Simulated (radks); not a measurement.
# Tl³⁺ in [Kr] 4d10 4f14 5s2 5p4 5d10 5f2: an all-electron calculation

Aim: the levels, the sizes of the orbitals and the parts of the energy of the thallium ion Tl3+.

Method: scalar-relativistic Kohn-Sham, BLYP, spin-unpolarised, spherical densities, finite nucleus. Code: radks (a radial shooting solver on a logarithmic mesh, Libxc functionals) version 1.

## (1) What is computed

| Item | Value |
| --- | --- |
| element | thallium (Z = 81) |
| charge | +3 |
| electrons | 78 |
| configuration | [Kr] 4d10 4f14 5s2 5p4 5d10 5f2 |
| nuclear rms radius | 5.4759 fm |

Outer shells as boxes (Hund's rule):

Tl³⁺
```
[Kr] core
4d [↑↓][↑↓][↑↓][↑↓][↑↓]
4f [↑↓][↑↓][↑↓][↑↓][↑↓][↑↓][↑↓]
5s [↑↓]
5p [↑↓][↑ ][↑ ]
5d [↑↓][↑↓][↑↓][↑↓][↑↓]
5f [↑ ][↑ ][  ][  ][  ][  ][  ]
```

## (2) Self-consistent calculation

The run's settings:

```text
Z 81
configuration [Kr] 4d10 4f14 5s2 5p4 5d10 5f2
relativity scalar-relativistic
functional b88,lyp
spin unpolarised
nucleus finite rms 5.4759 fm
c 137.035999084
```

**Question.** What will this run give?

**Answer**, as computed:

```
                        quantity                value
                    total energy  -20232.1806 hartree
exchange-correlation share of it               1.86 %
                            −T/E               1.1257
          highest occupied level       5f, -13.980 eV
    most extended occupied level  5f, <r> = 3.07 bohr
 radius at density 0.001 e/bohr³            4.53 bohr
    maxima of the radial density                    4
```

5 principal shells are occupied and 4 maxima appear in the radial density; where shells overlap, one shows as a shoulder or not at all. Relativity lifts −T/E to 1.126. This is not the tabulated ground configuration, so its levels and sizes aren't those of the ground state, and no measured value stands beside it.
